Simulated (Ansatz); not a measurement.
# C4H7F3: small, medium and large basis sets

An exercise on one series of results from a longer session: the logs are not shown, and one member is left open.

Method: one geometry, several basis sets; program: Ansatz 0.2.0, Gaussian basis.

Levels to be run: PBE0-D4/def2-SVP; ωB97M-V/def2-SVP; PBE0-D4/def2-QZVPP; ωB97M-V/def2-QZVPP; the functionals' def2-TZVPP values are taken from earlier runs.

### The relaxed structure

All runs share one geometry, relaxed beforehand with PBE0-D4 in a triple-zeta def2 set.

14 atoms, charge 0, spin multiplicity 1.

Atoms are counted from 1 here; the program's logs count them from 0.

Bond lengths: C1–C2 1.503 Å, C1–H8 1.091 Å, C1–H9 1.091 Å, C1–H10 1.093 Å, C2–F3 1.391 Å, C2–C4 1.521 Å, C2–H11 1.094 Å, C4–F5 1.383 Å, C4–C6 1.504 Å, C4–H12 1.098 Å, C6–F7 1.378 Å, C6–H13 1.093 Å, C6–H14 1.093 Å. Angles: C2–C1–H8 110.0°, C2–C1–H9 110.0°, C2–C1–H10 110.6°, H8–C1–H9 108.7°, H8–C1–H10 108.7°, H9–C1–H10 108.7°, C1–C2–F3 109.4°, C1–C2–C4 113.3°, C1–C2–H11 111.3°, F3–C2–C4 106.2°, F3–C2–H11 107.2°, C4–C2–H11 109.2°, C2–C4–F5 108.1°, C2–C4–C6 113.6°, C2–C4–H12 109.2°, F5–C4–C6 109.5°, F5–C4–H12 108.0°, C6–C4–H12 108.3° and more.

Set-up of the first run:

in.yaml

```yaml
crystal:
  periodic: [false, false, false]
  atoms:
    - {symbol: C, position_ang: [-1.841994, 0.558972, -0.255470]}
    - {symbol: C, position_ang: [-0.518932, 0.353109, 0.428167]}
    - {symbol: F, position_ang: [-0.702121, -0.428788, 1.564414]}
    - {symbol: C, position_ang: [0.494868, -0.383896, -0.433817]}
    - {symbol: F, position_ang: [0.672068, 0.336684, -1.601007]}
    - {symbol: C, position_ang: [1.824712, -0.585079, 0.239588]}
    - {symbol: F, position_ang: [2.333483, 0.614457, 0.688914]}
    - {symbol: H, position_ang: [-1.709084, 1.170432, -1.148853]}
    - {symbol: H, position_ang: [-2.534543, 1.068111, 0.416056]}
    - {symbol: H, position_ang: [-2.277192, -0.399575, -0.547735]}
    - {symbol: H, position_ang: [-0.088256, 1.303748, 0.755614]}
    - {symbol: H, position_ang: [0.092160, -1.369473, -0.701378]}
    - {symbol: H, position_ang: [2.537555, -1.013041, -0.470589]}
    - {symbol: H, position_ang: [1.704373, -1.254860, 1.094999]}
basis:
  gaussian: {orbitals: def2-SVP}
hamiltonian: {xc: pbe0, dispersion: d4}
output: {orbitals: {seedname: orbitals}}
```

On the command line:

```bash
$ ansatz run in.yaml --threads 4 --pin off --events-out ev --progress --plain --max-ram 11315MiB
```

Steps of the session up to this table: PBE0-D4 in def2-SVP; ωB97M-V in def2-SVP; PBE0-D4 in def2-QZVPP; ωB97M-V in def2-QZVPP.

One of the session's tables, all rows but one given; the rest of the session is left out.

It belongs to the step «Density functionals: the series». 

| functional | basis | HOMO (eV) | LUMO (eV) |
| --- | --- | --- | --- |
| PBE0-D4 | def2-SVP | -9.11 | 1.92 |
| PBE0-D4 | def2-TZVPP | -9.24 | 1.34 |
| PBE0-D4 | def2-QZVPP | -9.28 | 0.85 |
| ωB97M-V | def2-SVP | -11.48 | 3.62 |
| ωB97M-V | def2-TZVPP | -11.62 | 2.81 |
| ωB97M-V | def2-QZVPP | ? | ? |

**Question.** Estimate the row for ωB97M-V, def2-QZVPP.

The run gave: HOMO (eV): -11.66; LUMO (eV): 1.99. In the column «HOMO (eV)» it is the lowest.
